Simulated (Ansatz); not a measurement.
# GeAsH₂ (quartet): from Hartree-Fock to the top rungs, cc-pVTZ

An exercise on one series of results from a longer session: the logs are not shown, and one member is left open.

Method: cc-pVTZ, core rule «outside noble gas», up to 28 orbitals frozen; program: Ansatz 0.2.0, Gaussian basis.

To be run: UHF; CCSD(T) on ROHF; CCSD(T) on UHF; BCCD(T) on ROHF; CCSDT(Q) on ROHF; CCSDT(Q) on UHF; CASSCF and MRCISD+Q, 11 electrons in 10 orbitals; CASSCF and NEVPT2, 11 electrons in 10 orbitals.

3 further runs of the same task are left out: 3 set aside as unsound or not needed.

## What is computed

The geometry is a PBE0/def2-TZVP stationary point (not a proven minimum) of the parent state, kept for this charge and spin. No spin-orbit coupling is included. The filled d shell of Ge, As may be among the frozen orbitals whatever the setting's name suggests; the logs give the count.

4 atoms, charge 0, spin multiplicity 4.

Atoms are counted from 1 here; the program's logs count them from 0.

Bond lengths: Ge1–As2 2.221 Å, Ge1–H3 1.537 Å, Ge1–H4 1.537 Å. Angles: As2–Ge1–H3 124.5°, As2–Ge1–H4 124.5°, H3–Ge1–H4 110.9°.

Set-up of the first run:

Contents of in.yaml:

```yaml
crystal:
  periodic: [false, false, false]
  atoms:
    - {symbol: Ge, position_ang: [0.000000, 0.000000, 1.100612]}
    - {symbol: As, position_ang: [0.000000, 0.000000, -1.120153]}
    - {symbol: H, position_ang: [0.000000, 1.266184, 1.971938]}
    - {symbol: H, position_ang: [0.000000, -1.266184, 1.971938]}
basis:
  gaussian: {orbitals: cc-pVTZ}
magnetization: {spin_polarized: true, initial_magnetization: 3}
hamiltonian: {xc: hf}
output: {orbitals: {seedname: orbitals}}
```

Started as:

```console
ansatz run in.yaml --threads 1 --pin off --events-out ev --progress --plain --max-ram 4096MiB --backend cpu
```

Among the steps run: UHF; CCSD(T) on ROHF; CCSD(T) on UHF; BCCD(T) on ROHF; CCSDT(Q) on ROHF; CCSDT(Q) on UHF; CASSCF and MRCISD+Q, 11 electrons in 10 orbitals; CASSCF and NEVPT2, 11 electrons in 10 orbitals.

One table of the session follows, with a row left open; its other results are not shown here.

| method | from UCCSDT(Q) (kJ/mol) |
| --- | --- |
| ROHF | +634.5 |
| UHF | +610.3 |
| RMP2 | +115.3 |
| UMP2 | +119.9 |
| RCCSD | +28.3 |
| UCCSD | +26.4 |
| RCCSD(T) | +5.7 |
| UCCSD(T) | +4.6 |
| BCCD(T) | +5.7 |
| RCCSDT | +2.3 |
| UCCSDT | +0.9 |
| RCCSDT(Q) | ? |
| UCCSDT(Q) | 0 |
| CASSCF valence | +498.8 |
| NEVPT2 valence | +122.6 |
| MRCISD valence | +50.4 |
| MRCISD+Q valence | +9.5 |

Estimate the missing values for RCCSDT(Q).

**Answer.** from UCCSDT(Q) (kJ/mol): +1.3. In the column «from UCCSDT(Q) (kJ/mol)» it lies between UCCSDT (+0.9) and RCCSDT (+2.3).

Limits of these values: Restricted and unrestricted rows rest on different reference determinants; where their highest levels disagree by more than a few hundredths of an eV, they describe different states and don't form one ladder.
